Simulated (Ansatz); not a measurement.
# AlAs− (doublet): the correlation ladder, aug-cc-pVTZ

The task here is to estimate one member of a computed series from the others.

Computed with Ansatz 0.2.0, Gaussian basis. Level: aug-cc-pVTZ, core rule «outside noble gas», up to 19 orbitals frozen.

The runs, in order: UHF; CCSD(T) on ROHF; CCSD(T) on UHF; BCCD(T) on ROHF; CCSDT(Q) on ROHF; CCSDT(Q) on UHF; CASSCF and MRCISD+Q, 9 electrons in 8 orbitals; CASSCF and NEVPT2, 9 electrons in 8 orbitals.

5 further runs of the same task are left out: 5 set aside as unsound or not needed.

## What is computed

The geometry is a PBE0/def2-TZVPD stationary point (not a proven minimum). No spin-orbit coupling is included. The filled d shell of As may be among the frozen orbitals whatever the setting's name suggests; the logs give the count.

2 atoms, charge -1, spin multiplicity 2.

Atoms are counted from 1 here; the program's logs count them from 0.

Bond lengths: Al1–As2 2.217 Å.

Set-up of the first run:

Input file in.yaml:

```yaml
crystal:
  periodic: [false, false, false]
  atoms:
    - {symbol: Al, position_ang: [0.000000, 0.000000, 0.000000]}
    - {symbol: As, position_ang: [0.000000, 0.000000, 2.216800]}
basis:
  gaussian: {orbitals: aug-cc-pVTZ}
total_charge: -1
magnetization: {spin_polarized: true, initial_magnetization: 1}
hamiltonian: {xc: hf}
output: {orbitals: {seedname: orbitals}}
```

The run is started by

```console
$ ansatz run in.yaml --threads 1 --pin off --events-out ev --progress --plain --max-ram 4096MiB --backend cpu
```

Among the steps run: UHF; CCSD(T) on ROHF; CCSD(T) on UHF; BCCD(T) on ROHF; CCSDT(Q) on ROHF; CCSDT(Q) on UHF; CASSCF and MRCISD+Q, 9 electrons in 8 orbitals; CASSCF and NEVPT2, 9 electrons in 8 orbitals.

One table of the session follows, with a row left open; its other results are not shown here.

```
          method  from RCCSDT(Q) (kJ/mol)
            RMP2                    +86.7
            UMP2                   +111.7
           RCCSD                    +53.9
           UCCSD                    +53.1
        RCCSD(T)                     +7.0
        UCCSD(T)                     +8.9
         BCCD(T)                     +7.2
          RCCSDT                     +4.8
          UCCSDT                        ?
       RCCSDT(Q)                        0
       UCCSDT(Q)                     -0.8
  CASSCF valence                   +454.0
  NEVPT2 valence                   +103.6
  MRCISD valence                    +51.4
MRCISD+Q valence                     +9.1
```

Estimate the missing values for UCCSDT.

**Answer.** from RCCSDT(Q) (kJ/mol): +4.5. In the column «from RCCSDT(Q) (kJ/mol)» it lies between RCCSDT(Q) (0) and RCCSDT (+4.8).

Left out of the table: ROHF, UHF (another determinant or state than the rows shown).

Limits of these values: Warnings: spin contamination; coupled cluster took another determinant than the lowest. Restricted and unrestricted rows rest on different reference determinants; where their highest levels disagree by more than a few hundredths of an eV, they describe different states and don't form one ladder.
